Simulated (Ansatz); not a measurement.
# SiC5: the cost of one run

Computed with Ansatz 0.2.0 (DFT PBE, scalar-relativistic, plane waves, PAW, unless a step's input says otherwise).

3 further runs of the same task are left out: 2 that didn't finish, 1 set aside as unsound or not needed.

### Step 1. Starting point

The structure is hexagonal, space group P-62m (No. 189). Conventional cell: a = 4.738 Å, b = 4.738 Å, c = 4.077 Å, α = 90.00°, β = 90.00°, γ = 120.00°. Around Si (site symmetry -62m) lie 3 C at 1.58 Å. C (site symmetry m2m) has 1 Si at 1.58 Å and 2 C at 1.58 Å as nearest neighbours. C (site symmetry -6) has 3 C at 1.58 Å as nearest neighbours.

Coordinates:

```xyz
6
Lattice="4.7384 0.0000 0.0000 -2.3692 4.1036 0.0000 0.0000 0.0000 4.0765" Properties=species:S:1:pos:R:3 pbc="T T T"
Si    0.0000    0.0000    0.0000
C    -1.5795    2.7357    0.0000
C     3.1590    0.0000    0.0000
C     0.7897    1.3679    0.0000
C     0.0000    2.7357    0.0000
C     2.3692    1.3679    0.0000
```

The start is an ordering of an alloy on its end members' structure types: elements ordered on the sites of the C type, Si/C on C (P-62m, No. 189).

### Step 2. The guess as it stands, on a coarse mesh

File input.yaml:

```yaml
crystal:
  lattice:
    - [4.73844322, 0.0, 0.0]
    - [-2.36922161, 4.1036122, 0.0]
    - [0.0, 0.0, 4.07650934]
  atoms:
    - { symbol: Si, position: [0.0, 0.0, 0.0] }
    - { symbol: C, position: [0.0, 0.66666667, 0.0] }
    - { symbol: C, position: [0.66666667, 0.0, 0.0] }
    - { symbol: C, position: [0.33333333, 0.33333333, 0.0] }
    - { symbol: C, position: [0.33333333, 0.66666667, 0.0] }
    - { symbol: C, position: [0.66666667, 0.33333333, 0.0] }
basis:
  ecutwfc: 420
kpoints:
  mp_grid: { grid: [6, 6, 4] }
hamiltonian:
  xc: pbe
scf:
  occupations: { method: gaussian, width: 0.1 }
  lower_state_search: "off"
output:
  forces: true
  stress: true
  eigenvalues: true
```

Run with:

```console
ansatz run input.yaml --threads 1 --pin off --max-ram 2560MiB --backend cpu --events-out ev --progress --plain --runs-dir out
```

Q: Estimate wall time and peak memory on 1 thread of Intel Xeon at 2.50GHz (Skylake/Cascade Lake), shared host.

About 6.7 s, with a peak of 0.35 GiB.
